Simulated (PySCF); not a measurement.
# [SmOF]−: other functionals and bases at one geometry

How far do other levels of theory move the description of [SmOF]−, and what does each cost? The structure is generated, not taken from experiment.

The runs use PySCF 2.14.0; several levels, as the steps say, no spin–orbit coupling.

1 further run of the same task is left out (for a known fault of the program).

### Step 1. The starting structure

3 atoms, charge -1, spin multiplicity 1.

Bond lengths: Sm1–O2 2.036 Å, Sm1–F3 2.251 Å. Angles: O2–Sm1–F3 118.6°.

Coordinates:

```
Sm    0.02935    0.00000   -0.31576
O     1.77613    0.00000    0.73047
F    -1.91038    0.00000    0.82641
```

Formal oxidation states: Sm +2. Each metal's 6 4f electrons lie in its core potential, so multiplicities, spins and levels count the valence alone. An earlier session relaxed this geometry at PBE0, Sm lcecp-0-SVP with ECP52, O def2-SVP, F def2-SVP (singlet, point group Cs).

At PBE0 on the finer grid: E = -203.643806 Eh, frontier levels not given, since the 4f levels lie in the core, Mulliken charge on Sm1 +0.25 e, largest force component 0.008 eV/Å. The highest filled level lies above zero; it isn't the detachment energy.

Levels to run: BP86; revPBE; PBE0, TZVP. Hardware: 2 threads of Arm Neoverse N1, shared host.

### Step 2. BP86

Contents of run.py (the lines that set the calculation):

```python
mol = gto.M(atom='''
Sm     0.02935     0.00000    -0.31576
O      1.77613     0.00000     0.73047
F     -1.91038     0.00000     0.82641''',
    basis={'Sm': 'lcecp-0-SVP', 'O': 'def2-SVP', 'F': 'def2-SVP'},
    ecp={'Sm': 'lcecp-0-SVP'},
    charge=-1, spin=0)
mf = dft.RKS(mol, xc='B88,P86')
mf.grids.atom_grid = (75, 302)  # f atoms: unpruned, at least (60, 302)
mf = mf.density_fit()  # fitting sets: Sm AutoAux, O def2-universal-JKFIT, F def2-universal-JKFIT
mf.conv_tol = 1e-08; mf.max_cycle = 55
mf.kernel(dm0)  # dm0: the density of the relaxed state
```

The run is started by

```sh
> OMP_NUM_THREADS=2 python run.py
```

What it wrote:

```text
init E= -203.895757252744
cycle= 1 E= -203.766700270613  delta_E= 0.129  |g|= 0.708  |ddm|= 1.48
cycle= 2 E= -203.036871098999  delta_E= 0.73  |g|= 1.88  |ddm|= 2.14
cycle= 3 E= -203.828361681906  delta_E= -0.791  |g|= 0.482  |ddm|=  1.2
cycle= 4 E= -203.898814003411  delta_E= -0.0705  |g|= 0.0579  |ddm|= 0.708
cycle= 5 E= -203.899339313277  delta_E= -0.000525  |g|= 0.0528  |ddm|= 0.117
cycle= 6 E= -203.899666129505  delta_E= -0.000327  |g|= 0.0287  |ddm|= 0.0593
cycle= 7 E= -203.899797160907  delta_E= -0.000131  |g|= 0.0168  |ddm|= 0.0179
cycle= 8 E= -203.899859738006  delta_E= -6.26e-05  |g|= 0.007  |ddm|= 0.0131
cycle= 9 E= -203.89987254736  delta_E= -1.28e-05  |g|= 0.000488  |ddm|= 0.0104
cycle= 10 E= -203.899872612289  delta_E= -6.49e-08  |g|= 0.000134  |ddm|= 0.00134
cycle= 11 E= -203.89987261756  delta_E= -5.27e-09  |g|= 4.87e-05  |ddm|= 0.000484
Extra cycle  E= -203.89987259049  delta_E= 2.71e-08  |g|= 0.000332  |ddm|= 0.000491
converged SCF energy = -203.89987259049
```

Run time: 3.2 s. Hardware: 2 threads of Arm Neoverse N1, shared host.

Read off: E = -203.899873 Eh, frontier levels not given, since the 4f levels lie in the core, Mulliken charge on Sm1 +0.07 e, largest force component 0.573 eV/Å. The gap is small, and the closed shell wasn't tested for a lower spin-broken solution. The highest filled level lies above zero; it isn't the detachment energy.

### Step 3. revPBE

Changes to run.py (the lines that set the calculation) since step 2:

```diff
@@ -7,3 +7,3 @@
     charge=-1, spin=0)
-mf = dft.RKS(mol, xc='B88,P86')
+mf = dft.RKS(mol, xc='PBE_R,PBE')
 mf.grids.atom_grid = (75, 302)  # f atoms: unpruned, at least (60, 302)
```

The run is started by

```sh
> OMP_NUM_THREADS=2 python run.py
```

What it wrote:

```text
init E= -203.817072323503
cycle= 1 E= -203.235682295174  delta_E= 0.581  |g|= 1.34  |ddm|= 2.89
cycle= 2 E= -201.942687962944  delta_E= 1.29  |g|= 2.74  |ddm|= 3.47
cycle= 3 E= -203.542646208235  delta_E= -1.6  |g|= 0.97  |ddm|= 1.56
cycle= 4 E= -203.81374246425  delta_E= -0.271  |g|= 0.18  |ddm|=  1.1
cycle= 5 E= -203.798304260884  delta_E= 0.0154  |g|= 0.326  |ddm|= 0.36
cycle= 6 E= -203.816593530092  delta_E= -0.0183  |g|= 0.126  |ddm|= 0.226
cycle= 7 E= -203.819611745012  delta_E= -0.00302  |g|= 0.0717  |ddm|= 0.0767
cycle= 8 E= -203.821039839433  delta_E= -0.00143  |g|= 0.005  |ddm|= 0.131
cycle= 9 E= -203.821039847649  delta_E= -8.22e-09  |g|= 0.00545  |ddm|= 0.011
cycle= 10 E= -203.821046600049  delta_E= -6.75e-06  |g|= 0.00136  |ddm|= 0.0039
cycle= 11 E= -203.821047126124  delta_E= -5.26e-07  |g|= 7.1e-05  |ddm|= 0.00244
cycle= 12 E= -203.821047127436  delta_E= -1.31e-09  |g|= 1.37e-05  |ddm|= 0.000149
Extra cycle  E= -203.821047126292  delta_E= 1.14e-09  |g|= 6.96e-05  |ddm|= 0.000125
converged SCF energy = -203.821047126292
```

It took 3.3 s on 2 threads of Arm Neoverse N1, shared host.

Read off: E = -203.821047 Eh, frontier levels not given, since the 4f levels lie in the core, Mulliken charge on Sm1 +0.08 e, largest force component 0.678 eV/Å. The gap is small, and the closed shell wasn't tested for a lower spin-broken solution. The highest filled level lies above zero; it isn't the detachment energy.

### Step 4. PBE0, TZVP

Basis: Sm lcecp-0-TZVP with ECP52, O def2-TZVP, F def2-TZVP. 

Contents of run.py (the lines that set the calculation):

```python
mol = gto.M(atom='''
Sm     0.02935     0.00000    -0.31576
O      1.77613     0.00000     0.73047
F     -1.91038     0.00000     0.82641''',
    basis={'Sm': 'lcecp-0-TZVP', 'O': 'def2-TZVP', 'F': 'def2-TZVP'},
    ecp={'Sm': 'lcecp-0-TZVP'},
    charge=-1, spin=0)
mf = dft.RKS(mol, xc='PBE0')
mf.grids.atom_grid = (75, 302)  # f atoms: unpruned, at least (60, 302)
mf = mf.density_fit()  # fitting sets: Sm AutoAux, O def2-universal-JKFIT, F def2-universal-JKFIT
mf.conv_tol = 1e-08; mf.max_cycle = 55
mf.kernel(dm0)  # dm0: free metal ions and neutral atoms
```

The run is started by

```sh
> OMP_NUM_THREADS=2 python run.py
```

What it wrote:

```text
init E= -218.514374518817
cycle= 1 E= -184.215133073764  delta_E= 34.3  |g|= 5.42  |ddm|= 26.4
cycle= 2 E= -174.260337562936  delta_E= 9.95  |g|= 11.5  |ddm|= 27.5
cycle= 3 E= -197.368617076118  delta_E= -23.1  |g|= 6.24  |ddm|= 6.79
cycle= 4 E= -200.754396890413  delta_E= -3.39  |g|= 4.11  |ddm|= 1.62
cycle= 5 E= -202.959657236766  delta_E= -2.21  |g|= 2.12  |ddm|= 1.62
cycle= 6 E= -203.628688204803  delta_E= -0.669  |g|= 1.14  |ddm|= 1.55
cycle= 7 E= -203.755764638325  delta_E= -0.127  |g|= 0.788  |ddm|= 1.09
cycle= 8 E= -203.872964804092  delta_E= -0.117  |g|= 0.0761  |ddm|= 0.482
cycle= 9 E= -203.873992978554  delta_E= -0.00103  |g|= 0.035  |ddm|= 0.0888
cycle= 10 E= -203.874279064673  delta_E= -0.000286  |g|= 0.0032  |ddm|= 0.0306
cycle= 11 E= -203.874283661648  delta_E= -4.6e-06  |g|= 0.00109  |ddm|= 0.0081
cycle= 12 E= -203.874284478148  delta_E= -8.17e-07  |g|= 0.000492  |ddm|= 0.0041
cycle= 13 E= -203.874284692652  delta_E= -2.15e-07  |g|= 9.14e-05  |ddm|= 0.00214
cycle= 14 E= -203.874284732829  delta_E= -4.02e-08  |g|= 2.43e-05  |ddm|= 0.00146
cycle= 15 E= -203.87428473406  delta_E= -1.23e-09  |g|= 5.89e-06  |ddm|= 0.000279
Extra cycle  E= -203.874284734056  delta_E= 4.55e-12  |g|= 1.13e-05  |ddm|= 1.68e-05
converged SCF energy = -203.874284734056
```

Run time: 7.8 s. Hardware: 2 threads of Arm Neoverse N1, shared host.

Read off: E = -203.874285 Eh, frontier levels not given, since the 4f levels lie in the core, Mulliken charge on Sm1 +0.62 e, largest force component 0.554 eV/Å. The highest filled level lies above zero; it isn't the detachment energy.

### Step 5. Results

| level | state | charge on Sm1 (e) | dipole (D) | largest force (eV/Å) | basis functions | time |
| --- | --- | --- | --- | --- | --- | --- |
| PBE0 (relaxed here) | singlet | 0.25 | 8.13 | 0.01 | 59 | 4.8 s |
| BP86 | singlet | 0.07 | 6.88 | 0.57 | 59 | 3.2 s |
| revPBE | singlet | 0.08 | 6.95 | 0.68 | 59 | 3.3 s |
| PBE0, TZVP | singlet | 0.62 | 8.74 | 0.55 | 109 | 7.8 s |

Times are on 2 threads of Arm Neoverse N1, shared host; the first row also made further properties. The dipole of a charged species depends on the origin, so these sizes hold for this origin alone.

The largest leftover force, 0.68 eV/Å with revPBE, stands at a geometry relaxed at another level. The Mulliken charge on Sm spans +0.07 to +0.62 e over the levels. With 4f in the core, its levels are missing from HOMO and gap. Total energies of different levels can't be compared. Spin–orbit coupling is left out throughout.
